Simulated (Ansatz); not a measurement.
# Rb (Rb, omega (AlB2-type)): the cost of one run

Program: Ansatz 0.2.0. Level of theory: DFT PBEsol, plane waves (420 eV) with PAW, scalar-relativistic; PBE-made PAW files. These are calculated values, not measurements.

## 1. The system as given

It takes space group P6/mmm (No. 191, hexagonal). The conventional cell has a = 7.896 Å, b = 7.896 Å, c = 4.840 Å, α = 90.00°, β = 90.00°, γ = 120.00°.

Structure file:

```cif
data_structure
_symmetry_space_group_name_H-M 'P 1'
_symmetry_Int_Tables_number 1
_cell_length_a 7.8957
_cell_length_b 7.8957
_cell_length_c 4.8401
_cell_angle_alpha 90.000
_cell_angle_beta 90.000
_cell_angle_gamma 120.000
_cell_volume 261.31
loop_
_atom_site_label
_atom_site_type_symbol
_atom_site_fract_x
_atom_site_fract_y
_atom_site_fract_z
_atom_site_occupancy
Rb1 Rb 0.00000 0.00000 0.00000 1
Rb2 Rb 0.33333 0.66667 0.50000 1
Rb3 Rb 0.66667 0.33333 0.50000 1
```

## 2. Relaxation of the cell

The input, input.yaml:

```yaml
crystal:
  lattice:
    - [7.8956864786, 0.0, 0.0]
    - [-3.9478432393, 6.8378650708, 0.0]
    - [0.0, 0.0, 4.8400558114]
  atoms:
    - { symbol: Rb, position: [0.0, 0.0, 0.0] }
    - { symbol: Rb, position: [0.3333333333, 0.6666666667, 0.5] }
    - { symbol: Rb, position: [0.6666666667, 0.3333333333, 0.5] }
hamiltonian:
  xc: pbesol
  pseudopotentials:
    kind: paw
    azcp:
      Rb: "pseudopotentials/Rb.paw.azcp"
basis:
  ecutwfc: 420
  fft_grid_basis: typed
kpoints:
  mp_grid: { grid: [5, 5, 7], shift: [0, 0, 0] }
magnetization:
  spin_polarized: false
scf:
  occupations: { method: fermi_dirac, width: 0.1 }
relax:
  max_steps: 60
  f_tol: 0.01
  cell: {}
output:
  write_density: true
  write_potential: true
  elf: true
  volumetric_format: npy
```

Q: Estimate wall time and peak memory on 2 threads of Intel Xeon Platinum 8259CL at 2.50GHz (Skylake/Cascade Lake), shared host.

About 10 s, with a peak of 0.59 GiB.
